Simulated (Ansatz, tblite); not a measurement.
# ZrHCl3: charged states by level of theory

Aim: the energy of removing and adding an electron for ZrHCl3, by energy differences, and how well orbital energies stand in for it.

Program: Ansatz 0.2.0, Gaussian basis. Level of theory: as each input shows. These are calculated values, not measurements.

Plan: charge +1 doublet, at the geometry of the singlet (PBE0-D4/def2-TZVP, PBE-D4/def2-TZVP, r2SCAN-D4/def2-TZVP); charge -1 doublet, at the geometry of the singlet (PBE0-D4/def2-TZVPD, PBE-D4/def2-TZVPD, r2SCAN-D4/def2-TZVPD); the starting singlet's energies come from earlier runs.

2 further runs of the same task are left out: 2 set aside as unsound or not needed. Runs told in other sessions of the task aren't counted.

### 1 The structure

The geometry is that of the singlet, from an earlier relaxation (r2SCAN-D4/def2-SVP).

5 atoms, charge 0, spin multiplicity 1.

Atoms are counted from 1 here; the program's logs count them from 0.

Bond lengths: Zr1–H2 1.830 Å, Zr1–Cl3 2.329 Å, Zr1–Cl4 2.329 Å, Zr1–Cl5 2.329 Å. Angles: H2–Zr1–Cl3 104.9°, H2–Zr1–Cl4 104.8°, H2–Zr1–Cl5 104.8°, Cl3–Zr1–Cl4 113.7°, Cl3–Zr1–Cl5 113.7°, Cl4–Zr1–Cl5 113.7°.

Geometry (Å):

```
Zr   -0.0001    0.0001   -0.0079
H     0.0133   -0.0169    1.8217
Cl    2.2468    0.0118   -0.6225
Cl   -1.1352    1.9528   -0.5776
Cl   -1.1248   -1.9478   -0.6138
```

Formally the metal is d0. Zr takes a core potential in the def2 sets. No spin-orbit coupling is included.

### 2 Charge +1 doublet at the fixed geometry, first pass, PBE0-D4/def2-SVP

in.yaml

```yaml
crystal:
  periodic: [false, false, false]
  atoms:
    - {symbol: Zr, position_ang: [-0.000068, 0.000076, -0.007914]}
    - {symbol: H, position_ang: [0.013335, -0.016874, 1.821692]}
    - {symbol: Cl, position_ang: [2.246753, 0.011756, -0.622455]}
    - {symbol: Cl, position_ang: [-1.135201, 1.952841, -0.577578]}
    - {symbol: Cl, position_ang: [-1.124819, -1.947800, -0.613755]}
basis:
  gaussian: {orbitals: def2-SVP}
total_charge: 1
magnetization: {spin_polarized: true, initial_magnetization: 1}
hamiltonian: {xc: pbe0, dispersion: d4}
output: {orbitals: {seedname: orbitals}}
```

On the command line:

```bash
> ansatz run in.yaml --threads 4 --pin off --events-out ev --progress --plain --max-ram 3916MiB
```

Standard output:

```text
Functional definition: PBE0
  name "PBE0"
  cite "Adamo & Barone, J. Chem. Phys. 110, 6158 (1999) doi:10.1063/1.478522"
  cite "Perdew, Burke & Ernzerhof, Phys. Rev. Lett. 77, 3865 (1996) doi:10.1103/PhysRevLett.77.3865"
  parent pbe
  parameter a = 0.25
  parameter kappa = 0.804
  parameter beta = 0.06672455060314922
  exchange = (1 - a)*pbe_x(kappa = kappa, mu = beta*pi^2/3) + a*exact_x
  correlation = pbe_c(beta = beta)
857 factors; integrals over basis functions are off by at most 1.2e-3 eV
mean field evaluation 1: about -38830.8992 eV, gradient 2.6e1 eV
mean field evaluation 2: about -38786.4218 eV, gradient 1.0e2 eV
mean field evaluation 4: about -38834.7989 eV, gradient 3.2e0 eV
mean field evaluation 8: about -38834.9577 eV, gradient 3.7e-1 eV
mean field evaluation 16: about -38834.9638 eV, gradient 2.3e-2 eV
mean field evaluation 32: about -38834.9638 eV, gradient 6.2e-6 eV
mean field evaluation 64: about -38834.6104 eV, gradient 1.7e-1 eV
mean field -38834.96377125 eV, -1427.1585953097 hartree, gradient 6.3e-6 eV, S^2 0.752338; 7 other end points of the search recorded, 0 dependent functions left out
reference -38834.96383359 eV, -1427.1585976005 hartree; 32, 31 occupied and 58, 59 virtual orbitals, 857 factors
Total energy: -38835.09622114 eV, -1427.1634627532 hartree
```

It took 7 s on 4 threads of Arm Neoverse V2, shared host.

Report: HOMO -14.60 eV, LUMO -12.84 eV (over both spins); ⟨S²⟩ 0.752 (pure: 0.75).

### 3 Charge +1 doublet at the fixed geometry, PBE0-D4/def2-TZVP

start.molden holds the orbitals of an earlier run on this state, given as this run's starting guess.

Edit in.yaml of step 2 so:

```diff
@@ -9,3 +9,3 @@
 basis:
-  gaussian: {orbitals: def2-SVP}
+  gaussian: {orbitals: def2-TZVP, initial_orbitals: start.molden}
 total_charge: 1
@@ -13,2 +13,3 @@
 hamiltonian: {xc: pbe0, dispersion: d4}
+scf: {omitted_lower_state_checks: [starts]}
 output: {orbitals: {seedname: orbitals}}
```

Launched as before.

Standard output:

```text
Functional definition: PBE0
  name "PBE0"
  cite "Adamo & Barone, J. Chem. Phys. 110, 6158 (1999) doi:10.1063/1.478522"
  cite "Perdew, Burke & Ernzerhof, Phys. Rev. Lett. 77, 3865 (1996) doi:10.1103/PhysRevLett.77.3865"
  parent pbe
  parameter a = 0.25
  parameter kappa = 0.804
  parameter beta = 0.06672455060314922
  exchange = (1 - a)*pbe_x(kappa = kappa, mu = beta*pi^2/3) + a*exact_x
  correlation = pbe_c(beta = beta)
these checks for a lower state are left out or cut short: starts
1247 factors; their error is unknown
mean field evaluation 1: about -38845.7936 eV, gradient 1.2e2 eV
mean field evaluation 2: about -38847.9168 eV, gradient 2.9e0 eV
mean field evaluation 4: about -38848.0846 eV, gradient 1.0e-1 eV
mean field evaluation 8: about -38848.0847 eV, gradient 1.6e-5 eV
mean field -38848.08465380 eV, -1427.6407788498 hartree, gradient 1.6e-5 eV, S^2 0.752372; 0 other end points of the search recorded, 0 dependent functions left out
reference -38848.08469636 eV, -1427.6407804137 hartree; 32, 31 occupied and 125, 126 virtual orbitals, 1247 factors
Total energy: -38848.21708391 eV, -1427.6456455664 hartree
Checks for a lower state left out: starts
```

It took 4.7 s on 4 threads of Arm Neoverse V2, shared host; peak memory 0.55 GiB.

From the report: HOMO -14.49 eV, LUMO -12.71 eV (over both spins); ⟨S²⟩ 0.752 (pure: 0.75).

### 4 Charge +1 doublet at the fixed geometry, PBE-D4/def2-TZVP

Edit in.yaml of step 3 so:

```diff
@@ -12,3 +12,3 @@
 magnetization: {spin_polarized: true, initial_magnetization: 1}
-hamiltonian: {xc: pbe0, dispersion: d4}
+hamiltonian: {xc: pbe, dispersion: d4}
 scf: {omitted_lower_state_checks: [starts]}
```

Launched as before.

Standard output:

```text
Functional definition: PBE
  name "PBE"
  cite "Perdew, Burke & Ernzerhof, Phys. Rev. Lett. 77, 3865 (1996) doi:10.1103/PhysRevLett.77.3865"
  parent pbe
  parameter kappa = 0.804
  parameter beta = 0.06672455060314922
  exchange = pbe_x(kappa = kappa, mu = beta*pi^2/3)
  correlation = pbe_c(beta = beta)
these checks for a lower state are left out or cut short: starts
1133 factors; their error is unknown
mean field evaluation 1: about -38845.9476 eV, gradient 1.0e1 eV
mean field evaluation 2: about -38846.1337 eV, gradient 6.5e-1 eV
mean field evaluation 4: about -38846.2640 eV, gradient 1.1e-1 eV
mean field evaluation 8: about -38846.2661 eV, gradient 4.7e-1 eV
mean field evaluation 16: about -38846.3221 eV, gradient 3.0e-5 eV
mean field -38846.32211161 eV, -1427.5760066188 hartree, gradient 1.2e-5 eV, S^2 0.754941; 0 other end points of the search recorded, 0 dependent functions left out
reference -38846.32216664 eV, -1427.5760086412 hartree; 32, 31 occupied and 125, 126 virtual orbitals, 1133 factors
Total energy: -38846.47294269 eV, -1427.5815495589 hartree
Checks for a lower state left out: starts
```

Run time: 5.5 s. Hardware: 4 threads of Arm Neoverse V2, shared host.

Report: HOMO -13.51 eV, LUMO -13.50 eV (over both spins); ⟨S²⟩ 0.755 (pure: 0.75).

### 5 Charge +1 doublet at the fixed geometry, r2SCAN-D4/def2-TZVP

Edit in.yaml of step 4 so:

```diff
@@ -12,3 +12,3 @@
 magnetization: {spin_polarized: true, initial_magnetization: 1}
-hamiltonian: {xc: pbe, dispersion: d4}
+hamiltonian: {xc: r2scan, dispersion: d4}
 scf: {omitted_lower_state_checks: [starts]}
```

Same command.

Standard output (excerpt; [...] marks lines left out):

```text
Functional definition: r2SCAN
  name "r2SCAN"
  cite "Furness, Kaplan, Ning, Perdew & Sun, J. Phys. Chem. Lett. 11, 8208 (2020) doi:10.1021/acs.jpclett.0c02405"
  cite "Furness, Kaplan, Ning, Perdew & Sun, J. Phys. Chem. Lett. 11, 9248 (2020) doi:10.1021/acs.jpclett.0c03077"
  parent r2scan
[...]
1133 factors; their error is unknown
[...]
mean field -38859.32657778 eV, -1428.0539119357 hartree, gradient 4.4e-6 eV, S^2 0.759835; 0 other end points of the search recorded, 0 dependent functions left out
reference -38859.32659556 eV, -1428.0539125891 hartree; 32, 31 occupied and 125, 126 virtual orbitals, 1133 factors
Total energy: -38859.36166331 eV, -1428.0552013052 hartree
Checks for a lower state left out: starts
```

Run time: 20 s. Hardware: 4 threads of Arm Neoverse V2, shared host.

From the report: HOMO -13.76 eV, LUMO -13.72 eV (over both spins); ⟨S²⟩ 0.760 (pure: 0.75).

### 6 Vertical ionisation energy

Charged state less starting state, singlet to doublet; the starting state's energies are those of its earlier runs.

```csv
level,vertical ionisation energy (eV),time
PBE-D4/def2-TZVP,+10.80,7 s
r2SCAN-D4/def2-TZVP,+11.10,24 s
PBE0-D4/def2-TZVP,+11.30,6.5 s
```

Times add the two runs; a level without a time comes out of a correlated run.

Beside −ε(HOMO) of the starting state:

```csv
level,−ε(HOMO) (eV),by difference (eV),mismatch (eV)
PBE-D4/def2-TZVP,7.79,10.80,-3.02
r2SCAN-D4/def2-TZVP,8.19,11.10,-2.91
PBE0-D4/def2-TZVP,9.22,11.30,-2.08
```

### 7 Charge -1 doublet at the fixed geometry, first pass, PBE0-D4/def2-SVP

Edit in.yaml of step 5 so:

```diff
@@ -9,7 +9,6 @@
 basis:
-  gaussian: {orbitals: def2-TZVP, initial_orbitals: start.molden}
-total_charge: 1
+  gaussian: {orbitals: def2-SVP}
+total_charge: -1
 magnetization: {spin_polarized: true, initial_magnetization: 1}
-hamiltonian: {xc: r2scan, dispersion: d4}
-scf: {omitted_lower_state_checks: [starts]}
+hamiltonian: {xc: pbe0, dispersion: d4}
 output: {orbitals: {seedname: orbitals}}
```

Same command.

Standard output (excerpt; [...] marks lines left out):

```text
Functional definition: PBE0
  name "PBE0"
  cite "Adamo & Barone, J. Chem. Phys. 110, 6158 (1999) doi:10.1063/1.478522"
  cite "Perdew, Burke & Ernzerhof, Phys. Rev. Lett. 77, 3865 (1996) doi:10.1103/PhysRevLett.77.3865"
  parent pbe
[...]
857 factors; integrals over basis functions are off by at most 1.2e-3 eV
[...]
mean field -38847.15793547 eV, -1427.6067225791 hartree, gradient 3.4e-6 eV, S^2 0.752884; 12 other end points of the search recorded, 0 dependent functions left out
reference -38847.15798723 eV, -1427.6067244814 hartree; 33, 32 occupied and 57, 58 virtual orbitals, 857 factors
Total energy: -38847.32439576 eV, -1427.6128398819 hartree
```

It took 13 s on 4 threads of Arm Neoverse V2, shared host.

From the report: HOMO 1.09 eV, LUMO 3.48 eV (over both spins); ⟨S²⟩ 0.753 (pure: 0.75). Doubts: highest occupied level lies above zero.

### 8 Charge -1 doublet at the fixed geometry, PBE0-D4/def2-TZVPD

Edit in.yaml of step 7 so:

```diff
@@ -9,3 +9,3 @@
 basis:
-  gaussian: {orbitals: def2-SVP}
+  gaussian: {orbitals: def2-TZVPD, initial_orbitals: start.molden}
 total_charge: -1
@@ -13,2 +13,3 @@
 hamiltonian: {xc: pbe0, dispersion: d4}
+scf: {omitted_lower_state_checks: [starts]}
 output: {orbitals: {seedname: orbitals}}
```

The command is unchanged.

Standard output:

```text
Functional definition: PBE0
  name "PBE0"
  cite "Adamo & Barone, J. Chem. Phys. 110, 6158 (1999) doi:10.1063/1.478522"
  cite "Perdew, Burke & Ernzerhof, Phys. Rev. Lett. 77, 3865 (1996) doi:10.1103/PhysRevLett.77.3865"
  parent pbe
  parameter a = 0.25
  parameter kappa = 0.804
  parameter beta = 0.06672455060314922
  exchange = (1 - a)*pbe_x(kappa = kappa, mu = beta*pi^2/3) + a*exact_x
  correlation = pbe_c(beta = beta)
these checks for a lower state are left out or cut short: starts
1374 factors; their error is unknown
mean field evaluation 1: about -38857.5716 eV, gradient 1.2e2 eV
mean field evaluation 2: about -38860.1352 eV, gradient 4.1e0 eV
mean field evaluation 4: about -38860.3721 eV, gradient 6.9e-3 eV
mean field evaluation 8: about -38860.4765 eV, gradient 1.7e-5 eV
mean field -38860.47650029 eV, -1428.0961708085 hartree, gradient 6.7e-6 eV, S^2 0.753158; 0 other end points of the search recorded, 0 dependent functions left out
reference -38860.47654890 eV, -1428.0961725949 hartree; 33, 32 occupied and 154, 155 virtual orbitals, 1374 factors
Total energy: -38860.64295742 eV, -1428.1022879955 hartree
Checks for a lower state left out: starts
```

Run time: 14 s. Hardware: 4 threads of Arm Neoverse V2, shared host; peak memory 1 GiB.

HOMO 0.69 eV, LUMO 3.03 eV (over both spins); ⟨S²⟩ 0.753 (pure: 0.75). Doubts: highest occupied level lies above zero.

### 9 Charge -1 doublet at the fixed geometry, PBE-D4/def2-TZVPD

Edit in.yaml of step 8 so:

```diff
@@ -12,3 +12,3 @@
 magnetization: {spin_polarized: true, initial_magnetization: 1}
-hamiltonian: {xc: pbe0, dispersion: d4}
+hamiltonian: {xc: pbe, dispersion: d4}
 scf: {omitted_lower_state_checks: [starts]}
```

Launched as before.

Standard output:

```text
Functional definition: PBE
  name "PBE"
  cite "Perdew, Burke & Ernzerhof, Phys. Rev. Lett. 77, 3865 (1996) doi:10.1103/PhysRevLett.77.3865"
  parent pbe
  parameter kappa = 0.804
  parameter beta = 0.06672455060314922
  exchange = pbe_x(kappa = kappa, mu = beta*pi^2/3)
  correlation = pbe_c(beta = beta)
these checks for a lower state are left out or cut short: starts
1212 factors; their error is unknown
mean field evaluation 1: about -38857.8914 eV, gradient 1.0e1 eV
mean field evaluation 2: about -38858.0193 eV, gradient 2.2e-1 eV
mean field evaluation 4: about -38858.0089 eV, gradient 7.5e-3 eV
mean field evaluation 8: about -38858.0089 eV, gradient 2.9e-5 eV
mean field -38858.00892286 eV, -1428.0054890108 hartree, gradient 5.3e-6 eV, S^2 0.752771; 0 other end points of the search recorded, 0 dependent functions left out
reference -38858.00898297 eV, -1428.0054912198 hartree; 33, 32 occupied and 154, 155 virtual orbitals, 1212 factors
Total energy: -38858.19852289 eV, -1428.0124566833 hartree
Checks for a lower state left out: starts
```

Run time: 8.5 s. Hardware: 4 threads of Arm Neoverse V2, shared host.

Report: HOMO 1.88 eV, LUMO 2.05 eV (over both spins); ⟨S²⟩ 0.753 (pure: 0.75). Doubts: highest occupied level lies above zero.

### 10 Charge -1 doublet at the fixed geometry, r2SCAN-D4/def2-TZVPD

Edit in.yaml of step 9 so:

```diff
@@ -12,3 +12,3 @@
 magnetization: {spin_polarized: true, initial_magnetization: 1}
-hamiltonian: {xc: pbe, dispersion: d4}
+hamiltonian: {xc: r2scan, dispersion: d4}
 scf: {omitted_lower_state_checks: [starts]}
```

Same command.

Standard output (excerpt; [...] marks lines left out):

```text
Functional definition: r2SCAN
  name "r2SCAN"
  cite "Furness, Kaplan, Ning, Perdew & Sun, J. Phys. Chem. Lett. 11, 8208 (2020) doi:10.1021/acs.jpclett.0c02405"
  cite "Furness, Kaplan, Ning, Perdew & Sun, J. Phys. Chem. Lett. 11, 9248 (2020) doi:10.1021/acs.jpclett.0c03077"
  parent r2scan
[...]
1212 factors; their error is unknown
[...]
mean field -38871.38509827 eV, -1428.4970543901 hartree, gradient 4.4e-6 eV, S^2 0.755342; 0 other end points of the search recorded, 0 dependent functions left out
reference -38871.38514499 eV, -1428.4970561071 hartree; 33, 32 occupied and 154, 155 virtual orbitals, 1212 factors
Total energy: -38871.43014081 eV, -1428.4987096731 hartree
Checks for a lower state left out: starts
```

Run time: 24 s. Hardware: 4 threads of Arm Neoverse V2, shared host; peak memory 0.59 GiB.

From the report: HOMO 1.64 eV, LUMO 2.27 eV (over both spins); ⟨S²⟩ 0.755 (pure: 0.75). Doubts: highest occupied level lies above zero.

### 11 Vertical electron affinity

Starting state less charged state (positive: the electron is bound), singlet to doublet; the starting state's energies are those of its earlier runs.

```csv
level,vertical electron affinity (eV),time
PBE-D4/def2-TZVPD,+0.89,11 s
r2SCAN-D4/def2-TZVPD,+0.94,28 s
PBE0-D4/def2-TZVPD,+1.09,16 s
```

Times add the two runs; a level without a time comes out of a correlated run.

Beside −ε(LUMO) of the starting state:

```csv
level,−ε(LUMO) (eV),by difference (eV),mismatch (eV)
PBE-D4/def2-TZVPD,3.61,0.89,+2.72
r2SCAN-D4/def2-TZVPD,3.46,0.94,+2.52
PBE0-D4/def2-TZVPD,2.77,1.09,+1.68
```

### 12 Outcome

| quantity | value |
| --- | --- |
| vertical ionisation energy, functionals in def2-TZVP | 10.80 (PBE-D4) to 11.30 eV (PBE0-D4) |
| vertical electron affinity, functionals in def2-TZVPD | 0.89 (PBE-D4) to 1.09 eV (PBE0-D4) |

What this shows: The vertical ionisation energy spans 10.80 to 11.30 eV over the functionals. −ε(HOMO) misses the level's own difference by -2.08 eV at best (PBE0-D4) and -3.02 eV at worst (PBE-D4). The vertical electron affinity spans 0.89 to 1.09 eV over the functionals. The anion's highest level lies above zero where self-interaction lifts it, so diffuse functions weigh on these values. −ε(LUMO) misses the level's own difference by +1.68 eV at best (PBE0-D4) and +2.72 eV at worst (PBE-D4). The charged states' spins were chosen beforehand and needn't be their lowest.

The anion's highest level is positive in at least one run, so there the basis alone may hold the extra electron.
